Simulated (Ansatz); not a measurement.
# FH3O3Ti: the cost of one run

Computed with Ansatz 0.2.0, Gaussian basis. Level: the settings change from run to run.

## (1) The geometry

The structure was relaxed beforehand with PBE0-D4 in a triple-zeta def2 set.

SMILES `[OH][Ti]([OH])([OH])[F]`, 8 atoms, charge 0, spin multiplicity 1.

Atoms are counted from 1 here; the program's logs count them from 0.

Bond lengths: O1–Ti2 1.788 Å, O1–H6 0.958 Å, Ti2–O3 1.793 Å, Ti2–O4 1.788 Å, Ti2–F5 1.768 Å, O3–H7 0.958 Å, O4–H8 0.957 Å. Angles: Ti2–O1–H6 133.5°, O1–Ti2–O3 108.7°, O1–Ti2–O4 110.7°, O1–Ti2–F5 109.4°, O3–Ti2–O4 109.5°, O3–Ti2–F5 110.4°, O4–Ti2–F5 108.3°, Ti2–O3–H7 130.4°, Ti2–O4–H8 133.9°.

## (2) PBE0/6-31G*

This run has high accuracy.

in.yaml

```yaml
crystal:
  periodic: [false, false, false]
  atoms:
    - {symbol: O, position_ang: [-1.050692, 1.092064, 0.726907]}
    - {symbol: Ti, position_ang: [0.157042, 0.169850, -0.215297]}
    - {symbol: O, position_ang: [1.652967, 0.019133, 0.761250]}
    - {symbol: O, position_ang: [-0.462689, -1.459931, -0.611926]}
    - {symbol: F, position_ang: [0.491831, 1.019329, -1.729645]}
    - {symbol: H, position_ang: [-1.681859, 1.776027, 0.500603]}
    - {symbol: H, position_ang: [2.239036, -0.728357, 0.887705]}
    - {symbol: H, position_ang: [-1.253436, -1.945115, -0.375297]}
basis:
  gaussian: {orbitals: "6-31G*"}
hamiltonian: {xc: {name: PBE0}}
accuracy: high
output: {forces: true}
```

On the command line:

```console
ansatz run in.yaml --threads 4 --pin off --events-out ev --progress --plain --max-ram 10444MiB
```

**Question.** How long does this run take on 4 threads of Arm Neoverse V2, shared host, and how much memory does it need?

About 4.6 s, with a peak of 0.44 GiB.
